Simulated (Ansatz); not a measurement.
SrCaHfTiO6, space group F-43m, a single point

Run with the Python package of Ansatz (0.2.0).

Script `scf_srcahftio6.py`:
```python
# -*- coding: utf-8 -*-
import warnings

import ansatz as az
import numpy as np
from pymatgen.core import Structure
from pymatgen.symmetry.analyzer import SpacegroupAnalyzer

cell = (
    az.Lattice.from_parameters(5.683064, 5.683064, 5.683064, alpha=60.0, beta=60.0, gamma=60.0)
    .atom("Sr", (0.25, 0.25, 0.25))
    .atom("Ca", (0.75, 0.75, 0.75))
    .atom("Hf", (0.0, 0.0, 0.0))
    .atom("Ti", (0.5, 0.5, 0.5))
    .atom("O", (0.74387, 0.25613, 0.25613))
    .atom("O", (0.25613, 0.74387, 0.74387))
    .atom("O", (0.74387, 0.74387, 0.25613))
    .atom("O", (0.25613, 0.25613, 0.74387))
    .atom("O", (0.25613, 0.74387, 0.25613))
    .atom("O", (0.74387, 0.25613, 0.74387))
)

base = cell.calculation()
base = base.kpoints(mesh=(4, 4, 4))
base = base.occupations("Fixed").pseudopotentials("paw")
base = base.density().band_densities([("v1", "v1"), ("c1", "c1")])
with warnings.catch_warnings(record=True) as caught:
    warnings.simplefilter("always")
    out = base.run(threads=1)
print("warnings raised:", sorted(w.category.__name__ for w in caught) or "none")
rep = out.report

n_atoms = len(rep["lattice"]["sites"])
print("F =", round(rep["free_energy_ev"], 4), "eV for", n_atoms, "atoms")
print("E(sigma -> 0) =", round(rep["energy_sigma0_ev"], 4), "eV, TS =", round(rep["entropy_ts_ev"], 5), "eV")
print("closed by", rep["closed_by"], "after", rep["n_iterations"], "iterations")

rho = out.density()
total = sum(ch.density_e_per_ang3 for ch in rho.channels[:2]) if len(rho.channels) < 3 else rho.channels[0].density_e_per_ang3
print("grid", rho.dims, "electrons", round(float(total.mean() * rho.cell_volume_ang3), 4))
print(f"density range {total.min():.4f} to {total.max():.4f} e/A^3")
print(np.array2string(total[:: max(rho.dims[0] // 8, 1), :: max(rho.dims[1] // 8, 1), 0], precision=3, suppress_small=True))

final = Structure(out.lattice.cell_ang, [s.symbol for s in out.lattice.sites], [s.position_frac for s in out.lattice.sites])
analyser = SpacegroupAnalyzer(final, symprec=0.01)
standard = analyser.get_conventional_standard_structure()
print(analyser.get_crystal_system(), analyser.get_space_group_symbol(), len(standard), "atoms in the conventional cell")
print("a b c (A):", [round(x, 4) for x in standard.lattice.abc], " angles:", [round(x, 2) for x in standard.lattice.angles])
print(f"mass density {float(final.density):.3f} g/cm^3")

for name, window in zip(("top filled band", "lowest empty band"), out.band_densities().windows):
    field = window.outcome.density.channels[0].density_e_per_ang3
    ratio = field.mean() ** 2 / np.mean(field ** 2)
    print(f"{name}: band {window.window.first}, participation ratio {ratio:.3f} of the cell")

print(base.to_yaml())
```

```console
$ python scf_srcahftio6.py
warnings raised: ['DeckWarning']
F = -27003.5488 eV for 10 atoms
E(sigma -> 0) = -27003.5488 eV, TS = 0.0 eV
closed by deck_thresholds after 7 iterations
grid (40, 40, 40) electrons 94.0
density range 0.0294 to 35.5233 e/A^3
[[35.523  4.073  0.153  0.064  0.03   0.064  0.153  4.073]
 [ 4.073  0.25   0.14   0.062  0.062  0.14   0.25   4.073]
 [ 0.153  0.14   0.124  0.183  0.124  0.14   0.153  0.25 ]
 [ 0.064  0.062  0.183  0.183  0.062  0.064  0.139  0.139]
 [ 0.03   0.062  0.124  0.062  0.03   0.052  0.096  0.052]
 [ 0.064  0.14   0.14   0.064  0.052  0.103  0.103  0.052]
 [ 0.153  0.25   0.153  0.139  0.096  0.103  0.096  0.139]
 [ 4.073  4.073  0.25   0.139  0.052  0.052  0.139  0.25 ]]
cubic F-43m 40 atoms in the conventional cell
a b c (A): [8.0371, 8.0371, 8.0371]  angles: [90.0, 90.0, 90.0]
mass density 5.758 g/cm^3
top filled band: band 47, participation ratio 0.106 of the cell
lowest empty band: band 48, participation ratio 0.043 of the cell
crystal:
  lattice:
    a: 5.683064
    b: 5.683064
    c: 5.683064
    alpha: 60.0
    beta: 60.0
    gamma: 60.0
  atoms:
    - { symbol: Sr, position: [0.25, 0.25, 0.25] }
    - { symbol: Ca, position: [0.75, 0.75, 0.75] }
    - { symbol: Hf, position: [0.0, 0.0, 0.0] }
    - { symbol: Ti, position: [0.5, 0.5, 0.5] }
    - { symbol: O, position: [0.74387, 0.25613, 0.25613] }
    - { symbol: O, position: [0.25613, 0.74387, 0.74387] }
    - { symbol: O, position: [0.74387, 0.74387, 0.25613] }
    - { symbol: O, position: [0.25613, 0.25613, 0.74387] }
    - { symbol: O, position: [0.25613, 0.74387, 0.25613] }
    - { symbol: O, position: [0.74387, 0.25613, 0.74387] }
kpoints:
  mp_grid:
    grid: [4, 4, 4]
hamiltonian:
  pseudopotentials:
    kind: paw
scf:
  occupations:
    method: fixed
output:
  write_density: true
  band_densities:
    - { bands: [v1, v1] }
    - { bands: [c1, c1] }
```

Reading the output:
- Absolute energies stand on the zero of these potentials, so only differences at equal settings mean something. A total without «per atom» is that of the cell as typed.
- Spin is left out of this run.
- No functional is typed, so the default, PBE, holds.
- The fields are valence quantities on the plane-wave grid; their values near the nuclei depend on the potentials.
- The structure comes from a database of computed cells and needn't be a stable or known phase.
- Gaps and levels are Kohn-Sham values on a finite set of k-points, without spin-orbit coupling.
- The whole script took 7.8 s on 1 thread of Arm Neoverse V1 (shared host), peak memory 0.49 GiB.
